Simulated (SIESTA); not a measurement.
Pt3Rh under changes of volume

One of the cells (15.331 Å³/atom); the others are scaled copies at fixed shape and fractional positions:

```
Pt Rh
1.0
    -1.96895    1.96895    3.95448
     1.96895   -1.96895    3.95448
     1.96895    1.96895   -3.95448
Pt Rh
3 1
Direct
  0.50000 0.50000 0.00000
  0.25000 0.75000 0.50000
  0.75000 0.25000 0.50000
  0.00000 0.00000 0.00000
```

The cell comes from a database or a generator and needn't be the stable form of this composition.

- Program: SIESTA 5.4.2
- Functional: PBEsol
- Potentials or basis: PseudoDojo 0.4 standard (PBEsol files)
- Basis: DZP (energy shift 0.003 Ry; two zetas on semicore shells)
- Grid cutoff: 800 Ry
- Energy shift: 0.003 Ry
- k mesh: 10 × 10 × 10
- Occupations: fermi-dirac, width 0.05 eV
- Spin: no spin polarisation

| volume (Å³/atom) | energy over the lowest point (meV/atom) | pressure (GPa) |
| --- | --- | --- |
| 14.128 | ? | ? |
| 14.429 | 9.19 | 8.6 |
| 14.729 | 0.00 | 1.7 |
| 15.331 | 15.73 | -9.2 |
| 15.631 | 37.67 | -13.8 |
| 15.932 | 67.71 | -17.8 |

**Question.** What does the run at 14.128 Å³/atom give?

**Answer.** Energy over the lowest point 31.92 meV/atom; pressure 16.0 GPa.

Worked out: A Birch-Murnaghan fit of order 3 (a polynomial in V^(-2/3)) to the other rows has its minimum at 14.81 Å³/atom with B0 = V·E''(V) = 300 GPa and B' = 5.6 at fixed shape and positions, which overstates the stiffness. It gives 31.92 meV/atom at 14.128 Å³/atom, against the run's 31.92, and -dE/dV = 16.0 GPa, against 16.0.

Energies are extrapolated to zero smearing.

Caveats: short orbitals over semicore shells can move pressures by several GPa; the basis of atomic orbitals isn't converged, which shifts pressures, moduli and gaps.
